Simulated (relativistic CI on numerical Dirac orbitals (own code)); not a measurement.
# Pb⁶²⁺: how the levels respond to the fine-structure constant and the nuclear radius

How sensitive are the low transitions of Pb⁶²⁺ to a change of α? Wanted is q = dE/dx with x = (α/α0)² − 1, and the field-shift factor by the mean square nuclear radius, for the lowest 30 levels.

Method: Dirac-Coulomb-Breit CI, KLI orbitals optimised for each configuration, derivatives by finite differences. Code: relativistic CI on numerical Dirac orbitals (own code) version 4.

## 1. The system

```
ion                 : Pb⁶²⁺ (Pb LXIII)
nuclear charge      : 82
electrons           : 20
isotope             : A = 208
first configuration : [Ar] 3d2
```

Outer shells as boxes (Hund's rule):

[Ar] 3d2
```
[Ar] core
3d [↑ ][↑ ][  ][  ][  ]
```

## 2. The run

Settings, as recorded:

```ini
atom Pb  Z=82  charge=62  electrons=20
nucleus A=208  rms_radius_fm=5.5012
hamiltonian dirac-coulomb  breit=on  qed=off  c_scale=1
orbitals kli  potential=per-configuration
slater_scale 1
correlation none
mixing on
configurations
  [Ar] 3d2
  [Ne] 3s2 3p5 3d3
  [Ne] 3s 3p6 3d3
  [Ar] 3d 4s
  [Ar] 3d 4p
  [Ar] 4s2
end
derivatives alpha2 +-0.01 radius +-1%
```

Run with:

```sh
python run_levels.py task.json out
```

task.json lists these runs, among others, and the program works through them in turn.

What does the calculation give? Wanted: lowest level; largest q in size, lowest 30 levels; largest K in size within the lowest configuration; largest field-shift factor among them.

**Answer**, as computed:

| quantity | value |
| --- | --- |
| lowest level | 3d2 [3d3/2^2] J=2 |
| largest q in size, lowest 30 levels | 2.029e+06 cm⁻¹ (3d2 [3d5/2^2] J=0) |
| largest K in size within the lowest configuration | 2.11 (3d2 3F3) |
| largest field-shift factor among them | 85.2 GHz/fm² (3p5 3d3 [3p3/2^3 3d3/2^2 3d5/2] J=4° (iv)) |

Among these levels the largest q belongs to 3d2 [3d5/2^2] J=0, within the lowest configuration. The fine-structure partner 3F3 has K = 2.11, close to the 2 of an interval that scales as α². K = 2q/E, the relative sensitivity of a level, hangs on the computed energy: between configurations that lie close it can be off by a factor of several.
